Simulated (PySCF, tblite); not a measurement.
# C₆H₈N₂OSi: geometry, infrared bands and NMR shifts

Wanted: the infrared bands and NMR shifts of C₆H₈N₂OSi (`C=C[Si@H](C=O)/N=C(/C)C#N`), by calculation.

Programs: tblite 0.8.0 and PySCF 2.14.0, with density-fitted response routines of our own. Each step states its level of theory. These are calculated values for one molecule in the gas phase, unless marked as measured. Atoms count from 0, in the outputs and in this text.

## (1) The starting structure

18 atoms, charge 0, multiplicity 1; geometry from: force field or distance geometry start.

Bonds of the start (Å): C0–C1 1.34, C1–Si2 1.84, Si2–C3 1.87, C3–O4 1.21, Si2–N5 1.76, N5–C6 1.29, C6–C7 1.49, C6–C8 1.44, C8–N9 1.16, C0–H10 1.09, C0–H11 1.10, C1–H12 1.07, Si2–H13 1.46, C3–H14 1.08, C7–H15 1.12, C7–H16 1.11, C7–H17 1.10.

## (2) Geometry optimisation with GFN2-xTB

The job: settings as JSON, then the geometry in Å.

```
{"job": {"kind": "relax", "xc": "GFN2-xTB", "basis": "xTB"}, "charge": 0, "multiplicity": 1}
C     -2.937700    -0.854500    -0.391800
C     -1.816100    -0.399900    -0.977800
Si    -0.655700     0.526900     0.111700
C     -1.305200     2.284300     0.123700
O     -2.486400     2.449900     0.354800
N      0.988400     0.628500    -0.502000
C      1.805400    -0.372200    -0.480700
C      3.177200    -0.135000    -1.020200
C      1.385300    -1.641600     0.055600
N      1.021300    -2.661000     0.472000
H     -3.688800    -1.416500    -0.949400
H     -3.113800    -0.633300     0.676200
H     -1.638900    -0.613000    -2.009200
H     -0.785400    -0.032900     1.454500
H     -0.613500     3.092000    -0.043100
H      3.659400     0.711600    -0.459200
H      3.826100    -1.016900    -0.861900
H      3.169600     0.089900    -2.094400
```

Started as:

```
> OMP_NUM_THREADS=1 python probes_run.py task.json out
```

This one command runs all jobs of the session in turn.

The program printed:

```text
step      E/eV     max force
  0    -773.28082    1.833
  1    -773.35750    4.246
  2    -773.41004    2.739
  3    -773.45961    1.063
  4    -773.49065    0.521
  5    -773.51019    0.429
  6    -773.52689    0.587
  7    -773.53506    0.265
  8    -773.54156    0.224
  9    -773.54969    0.288
 10    -773.55572    0.326
 11    -773.56312    0.189
 12    -773.57054    0.218
 13    -773.57706    0.239
 14    -773.58196    0.199
 15    -773.58661    0.174
 16    -773.59147    0.156
 17    -773.59596    0.181
 18    -773.59970    0.160
 19    -773.60289    0.131
 20    -773.60565    0.135
 21    -773.60790    0.156
 22    -773.60970    0.124
 23    -773.61132    0.120
 24    -773.61301    0.125
 25    -773.61476    0.116
 26    -773.61659    0.127
 27    -773.61864    0.124
 28    -773.62096    0.162
 29    -773.62325    0.160
 30    -773.62531    0.135
 31    -773.62717    0.137
 32    -773.62917    0.159
 33    -773.63156    0.160
 34    -773.63414    0.124
 35    -773.63650    0.104
 36    -773.63846    0.090
 37    -773.64011    0.146
 38    -773.64151    0.284
 39    -773.64301    0.099
 40    -773.64441    0.072
 41    -773.64539    0.121
 42    -773.64606    0.095
 43    -773.64719    0.077
 44    -773.64839    0.077
 45    -773.64970    0.069
 46    -773.65059    0.072
 47    -773.65109    0.053
 48    -773.65144    0.045
 49    -773.65184    0.060
 50    -773.65229    0.059
 51    -773.65265    0.054
 52    -773.65288    0.037
 53    -773.65309    0.039
 54    -773.65336    0.059
 55    -773.65369    0.063
 56    -773.65399    0.049
 57    -773.65426    0.043
 58    -773.65456    0.046
 59    -773.65494    0.071
 60    -773.65539    0.076
 61    -773.65586    0.062
 62    -773.65640    0.069
 63    -773.65716    0.068
 64    -773.65848    0.126
 65    -773.66035    0.185
 66    -773.66278    0.207
 67    -773.66484    0.236
 68    -773.66714    0.152
 69    -773.66917    0.311
 70    -773.67230    0.293
 71    -773.67643    0.148
 72    -773.67880    0.276
 73    -773.68208    0.161
 74    -773.68495    0.375
 75    -773.69016    0.185
 76    -773.69604    0.235
 77    -773.69870    0.170
 78    -773.70186    0.180
 79    -773.70402    0.268
 80    -773.70447    0.463
 81    -773.70786    0.147
 82    -773.70945    0.132
 83    -773.71192    0.216
 84    -773.71359    0.156
 85    -773.71538    0.177
 86    -773.71732    0.145
 87    -773.71957    0.135
 88    -773.72255    0.116
 89    -773.72574    0.125
 90    -773.72839    0.145
 91    -773.73141    0.195
 92    -773.73369    0.190
 93    -773.73529    0.414
 94    -773.73750    0.289
 95    -773.73874    0.163
 96    -773.74015    0.187
 97    -773.74117    0.141
 98    -773.74243    0.122
 99    -773.74360    0.068
100    -773.74437    0.072
101    -773.74495    0.062
102    -773.74561    0.103
103    -773.74656    0.205
104    -773.74770    0.223
105    -773.74915    0.125
106    -773.75112    0.095
107    -773.75212    0.095
108    -773.75333    0.153
109    -773.75387    0.336
110    -773.75480    0.105
111    -773.75549    0.076
112    -773.75648    0.078
113    -773.75727    0.050
114    -773.75797    0.084
115    -773.75871    0.121
116    -773.75984    0.151
117    -773.76126    0.111
118    -773.76261    0.091
119    -773.76372    0.093
120    -773.76470    0.226
121    -773.76559    0.132
122    -773.76644    0.109
123    -773.76720    0.072
124    -773.76775    0.073
125    -773.76819    0.064
126    -773.76855    0.057
127    -773.76894    0.064
128    -773.76938    0.065
129    -773.76993    0.114
130    -773.77054    0.047
131    -773.77111    0.084
132    -773.77165    0.067
133    -773.77212    0.079
134    -773.77263    0.103
135    -773.77313    0.106
136    -773.77361    0.088
137    -773.77393    0.073
138    -773.77414    0.065
139    -773.77430    0.051
140    -773.77449    0.062
141    -773.77476    0.052
142    -773.77527    0.076
143    -773.77614    0.099
144    -773.77742    0.096
145    -773.77893    0.071
146    -773.78034    0.072
147    -773.78110    0.108
148    -773.78009    0.285
149    -773.78203    0.071
150    -773.78229    0.080
151    -773.78254    0.083
152    -773.78271    0.078
153    -773.78290    0.072
154    -773.78313    0.065
155    -773.78328    0.045
156    -773.78344    0.039
157    -773.78364    0.026
158    -773.78387    0.025
159    -773.78408    0.047
160    -773.78422    0.029
161    -773.78433    0.060
162    -773.78438    0.041
163    -773.78453    0.031
164    -773.78466    0.033
165    -773.78486    0.030
166    -773.78507    0.031
167    -773.78528    0.039
168    -773.78551    0.039
169    -773.78573    0.025
170    -773.78594    0.049
171    -773.78615    0.045
172    -773.78638    0.039
173    -773.78659    0.047
174    -773.78673    0.043
175    -773.78693    0.045
176    -773.78707    0.033
177    -773.78720    0.024
178    -773.78734    0.030
179    -773.78747    0.063
180    -773.78757    0.075
181    -773.78765    0.065
182    -773.78771    0.046
183    -773.78777    0.022
184    -773.78782    0.017
185    -773.78787    0.014
186    -773.78790    0.015
187    -773.78793    0.011
188    -773.78795    0.011
189    -773.78796    0.016
190    -773.78798    0.011
191    -773.78799    0.013
192    -773.78801    0.012
193    -773.78803    0.019
194    -773.78806    0.022
195    -773.78809    0.025
196    -773.78812    0.026
197    -773.78816    0.022
198    -773.78820    0.032
199    -773.78825    0.034
200    -773.78833    0.029
201    -773.78842    0.023
202    -773.78848    0.013
203    -773.78851    0.010
```

Run time: 1.6 s. Hardware: 1 thread of Intel Xeon 6975P-C, shared host.

Step by step: (not every step is listed)

```csv
step,energy from step 0 (eV),largest force (eV/Å)
0,0.0000,1.8334
1,-0.0767,4.2456
2,-0.1292,2.7385
3,-0.1788,1.0627
4,-0.2098,0.5213
5,-0.2294,0.4289
6,-0.2461,0.5873
7,-0.2542,0.2654
8,-0.2607,0.2239
27,-0.3378,0.1244
46,-0.3698,0.0718
65,-0.3795,0.1848
84,-0.4328,0.1556
103,-0.4657,0.2048
122,-0.4856,0.1090
141,-0.4939,0.0521
160,-0.5034,0.0292
179,-0.5067,0.0629
198,-0.5074,0.0319
199,-0.5074,0.0343
200,-0.5075,0.0294
201,-0.5076,0.0229
202,-0.5077,0.0133
203,-0.5077,0.0095
```

Close pairs (by a distance rule), those that changed most:

```csv
bond,before (Å),after (Å),change (Å)
Si2–C3,1.874,1.927,+0.054
Si2–N5,1.758,1.711,-0.047
C1–Si2,1.842,1.885,+0.043
C7–H15,1.124,1.090,-0.034
C3–H14,1.076,1.110,+0.034
N5–C6,1.292,1.263,-0.029
C0–H11,1.105,1.078,-0.027
C0–C1,1.345,1.323,-0.022
```

The final coordinates are the input of the step that follows.

## (3) Vibrational analysis with GFN2-xTB

The job: settings as JSON, then the geometry in Å.

```
{"job": {"kind": "ir", "xc": "GFN2-xTB", "basis": "xTB"}, "charge": 0, "multiplicity": 1}
C     -3.219876    -0.859794    -0.843600
C     -2.025893    -0.347315    -1.093316
Si    -0.829150     0.249034     0.235446
C     -1.047095     2.161548     0.335489
O     -1.675695     2.704661     1.203645
N      0.696046     0.143617    -0.532856
C      1.824062    -0.376094    -0.305175
C      2.974060    -0.210902    -1.247208
C      2.094237    -1.164951     0.857021
N      2.284597    -1.798590     1.793378
H     -3.889428    -1.174003    -1.629987
H     -3.586455    -0.991495     0.161343
H     -1.710179    -0.239241    -2.124053
H     -1.085145    -0.332975     1.549909
H     -0.603614     2.770006    -0.480071
H      3.809258     0.264309    -0.732820
H      3.311988    -1.187513    -1.593167
H      2.669522     0.396016    -2.095155
```

The program printed:

```text
mode    cm-1     km/mol
  1      23.0      0.40
  2      29.9      4.48
  3      52.0      1.55
  4      67.9      3.46
  5      79.0      4.13
  6     118.3      2.67
  7     119.6      2.83
  8     140.5      1.17
  9     222.3     14.76
 10     229.3      1.10
 11     270.2     32.64
 12     301.4     12.64
 13     323.0      3.34
 14     380.2      0.53
 15     484.4      7.73
 16     576.0      0.11
 17     586.9      9.32
 18     634.6     92.63
 19     648.2    105.79
 20     668.6     32.57
 21     688.9     57.47
 22     707.0      5.82
 23     772.3     97.25
 24     883.8     40.16
 25     917.4     11.66
 26     991.3      7.25
 27    1005.7     11.47
 28    1020.9     15.53
 29    1049.8     19.81
 30    1192.0     69.84
 31    1257.4      5.21
 32    1341.6     73.23
 33    1372.6     24.43
 34    1417.4      1.02
 35    1445.4     10.62
 36    1446.2     20.37
 37    1659.9     23.12
 38    1679.8     28.37
 39    1758.4    398.27
 40    2280.9    241.80
 41    2356.1    164.38
 42    2702.0    157.66
 43    3006.2      4.79
 44    3018.8      3.93
 45    3031.1     22.40
 46    3061.5      7.03
 47    3076.5     36.54
 48    3106.0     35.62
```

It took 0.77 s on 1 thread of Intel Xeon 6975P-C, shared host.

The strongest bands and the atoms that carry them (share of the mass-weighted mode):

```csv
cm⁻¹,km/mol,atoms
635,92.6,"H13 59 %, C8 10 %"
648,105.8,"H13 54 %, Si2 19 %"
772,97.2,"H14 42 %, C3 29 %, Si2 13 %"
1342,73.2,"H14 83 %, C3 11 %"
1758,398.3,"C3 55 %, O4 40 %"
2281,241.8,H13 97 %
2356,164.4,"C8 59 %, N9 40 %"
2702,157.7,H14 94 %
```

## (4) Shielding tensors: PBE0/pcSseg-1

Settings changed since step 3:

```diff
@@ -1,2 +1,2 @@
-{"job": {"kind": "ir", "xc": "GFN2-xTB", "basis": "xTB"}, "charge": 0, "multiplicity": 1}
+{"job": {"kind": "nmr", "xc": "PBE0", "basis": "pcSseg-1"}, "charge": 0, "multiplicity": 1}
 C     -3.219876    -0.859794    -0.843600
```

Level: GIAO PBE0/pcSseg-1 NMR shielding, non-relativistic, gas phase.

The program printed:

```text
coarse grid: 16312 points
cycle   1  E = -706.6913173173  dE =  1.423e+00  |g| = 9.153e-01  |ddm| = 4.056e+00
cycle   2  E = -705.8777703003  dE =  8.135e-01  |g| = 2.144e+00  |ddm| = 2.237e+00
cycle   3  E = -706.8515269877  dE = -9.738e-01  |g| = 2.920e-01  |ddm| = 1.765e+00
cycle   4  E = -706.8675799042  dE = -1.605e-02  |g| = 1.568e-01  |ddm| = 4.105e-01
cycle   5  E = -706.8716294433  dE = -4.050e-03  |g| = 7.417e-02  |ddm| = 1.751e-01
cycle   6  E = -706.8729370181  dE = -1.308e-03  |g| = 1.113e-02  |ddm| = 6.915e-02
cycle   7  E = -706.8729633539  dE = -2.634e-05  |g| = 4.792e-03  |ddm| = 1.164e-02
cycle   8  E = -706.8729668237  dE = -3.470e-06  |g| = 2.760e-03  |ddm| = 4.764e-03
final grid: 155344 points
cycle   9  E = -706.9401814527  dE = -2.053e-05  |g| = 1.169e-02  |ddm| = 2.760e-02
cycle  10  E = -706.9401011757  dE =  8.028e-05  |g| = 2.284e-02  |ddm| = 2.300e-02
cycle  11  E = -706.9402091248  dE = -1.079e-04  |g| = 3.737e-03  |ddm| = 1.629e-02
cycle  12  E = -706.9402121937  dE = -3.069e-06  |g| = 6.472e-04  |ddm| = 2.849e-03
cycle  13  E = -706.9402122658  dE = -7.210e-08  |g| = 2.548e-04  |ddm| = 5.684e-04
cycle  14  E = -706.9402122783  dE = -1.251e-08  |g| = 7.127e-05  |ddm| = 2.248e-04
cycle  15  E = -706.9402122793  dE = -1.010e-09  |g| = 2.989e-05  |ddm| = 7.541e-05
cycle  16  E = -706.9402122795  dE = -1.805e-10  |g| = 1.011e-05  |ddm| = 3.221e-05
converged SCF energy = -706.9402122795

GIAO shielding tensors (ppm)
atom      isotropic    diamagn.    paramagn.     s11        s22        s33       span
  0 C       40.870     252.668    -211.798    -87.369     40.367    169.611    256.979
  1 C       47.109     263.554    -216.445    -67.272     40.898    167.702    234.974
  2 Si     394.305     885.406    -491.101    344.495    405.304    433.118     88.623
  3 C      -56.232     256.733    -312.965   -167.476    -86.031     84.812    252.288
  4 O     -587.679     398.371    -986.050  -1623.174   -544.614    404.752   2027.926
  5 N     -150.134     335.920    -486.054   -509.297   -187.253    246.147    755.444
  6 C       27.242     252.560    -225.318    -74.474     31.153    125.047    199.521
  7 C      151.210     247.803     -96.593    131.023    132.884    189.724     58.701
  8 C       70.100     264.091    -193.991    -50.717    -32.412    293.428    344.145
  9 N      -44.996     341.007    -386.003   -194.856   -176.108    235.975    430.831
 10 H       25.101      27.847      -2.746     21.846     24.696     28.760      6.914
 11 H       25.358      31.387      -6.029     21.682     24.923     29.468      7.786
 12 H       25.029      32.998      -7.969     22.845     24.373     27.870      5.024
 13 H       26.688      33.134      -6.446     23.919     25.846     30.300      6.381
 14 H       19.534      29.843     -10.309     14.120     20.599     23.884      9.765
 15 H       29.031      26.222       2.809     26.223     27.975     32.896      6.673
 16 H       29.043      26.365       2.677     26.479     27.946     32.702      6.223
 17 H       29.141      28.682       0.459     25.824     27.745     33.855      8.031
```

It took 43 s on 1 thread of Intel Xeon 6975P-C, shared host; peak memory 0.97 GiB.

The references, computed at this level on geometries of the same kind, shield at (ppm): 1H TMS 31.72, 13C TMS 186.9, 29Si TMS 349.2, 15N NH3 267.7, 17O H2O 336.1. Their shielding less the atom's gives the shift. The references are single molecules in the gas phase, so shifts against H2O, NH3, PH3, H3PO4 or CFCl3 are not on the usual liquid scales and can be off by tens of ppm. Atoms listed in one row are averaged.

```csv
atoms,environment,σ (ppm),δ (ppm),δ scaled to CDCl3
C3,carbonyl carbon,-56.2,243.2,235.4
C6,C=N carbon,27.2,159.7,153.9
C0,terminal =CH2 carbon,40.9,146.1,140.6
C1,alkene CH,47.1,139.8,134.5
C8,nitrile carbon,70.1,116.8,112.1
C7,methyl carbon,151.2,35.7,32.9
H14,hydrogen on a carbonyl carbon,19.53,12.18,11.59
H12,hydrogen on an alkene CH,25.03,6.69,6.41
H10,hydrogen on a terminal =CH2 carbon,25.10,6.62,6.34
H11,hydrogen on a terminal =CH2 carbon,25.36,6.36,6.10
H13,"hydrogen on a silicon bonded to 2 C, N",26.69,5.03,–
"H15, H16, H17",hydrogen on a methyl carbon,29.07,2.65,2.60
Si2,"silicon bonded to 2 C, N, H",394.3,-45.1,–
O4,carbonyl oxygen,-587.7,923.8,–
N5,imine nitrogen,-150.1,417.9,–
N9,nitrile nitrogen,-45.0,312.7,–
```

The scaled column applies a straight-line fit of computed shieldings to shifts measured in CDCl3 (root-mean-square error 0.16 ppm for H, 1.9 ppm for C).

Charges from the same density, by scheme (e):

```
atoms  Mulliken    IAO  Hirshfeld  ESP fit
   C0     -0.13  -0.27      -0.07    -0.32
   C1     -0.50  -0.43      -0.14    -0.28
  Si2      0.89   0.97       0.38     0.63
   C3     -0.02   0.00       0.04     0.27
   O4     -0.33  -0.35      -0.21    -0.40
   N5     -0.57  -0.52      -0.21    -0.72
   C6      0.10   0.18       0.13     0.65
   C7     -0.18  -0.44      -0.11    -0.55
   C8      0.08   0.10       0.08     0.21
   N9     -0.21  -0.20      -0.18    -0.39
```

Mayer bond orders: C0–C1 1.97, C1–Si2 0.90, Si2–C3 0.82, C3–O4 1.95, Si2–N5 0.95, N5–C6 1.88, C6–C7 1.00, C6–C8 0.96, C8–N9 2.99.

## (5) Results

| quantity | value |
| --- | --- |
| strongest single infrared mode (GFN2-xTB) | 1758 cm⁻¹, 398 km/mol |
| zero-point energy (GFN2-xTB) | 77.5 kcal/mol |
| 13C shifts against TMS (PBE0/pcSseg-1) | 243.2, 159.7, 146.1, 139.8, 116.8, 35.7 ppm |
| 1H shifts against TMS (PBE0/pcSseg-1, means over atoms taken as alike) | 12.18, 6.69, 6.62, 6.36, 5.03, 2.65 ppm |
| 29Si shifts against TMS (PBE0/pcSseg-1) | -45.1 ppm |
| 17O shifts against H2O (PBE0/pcSseg-1) | 923.8 ppm |
| 15N shifts against NH3 (PBE0/pcSseg-1) | 417.9, 312.7 ppm |

What this shows: Relaxing lowered the energy by 0.508 eV in 203 steps; the close pair that moved most is Si2–C3, from 1.874 to 1.927 Å. All 48 modes are real, so the xTB geometry is a minimum. The strongest single mode, at 1758 cm⁻¹, moves mainly C3 and O4. GFN2-xTB is a fitted tight-binding method: band positions and strengths are rough. Its intensities can rank the bands wrongly. At PBE0/pcSseg-1: Shielding is most anisotropic at O4 (span 2028 ppm, paramagnetic term -986 ppm).
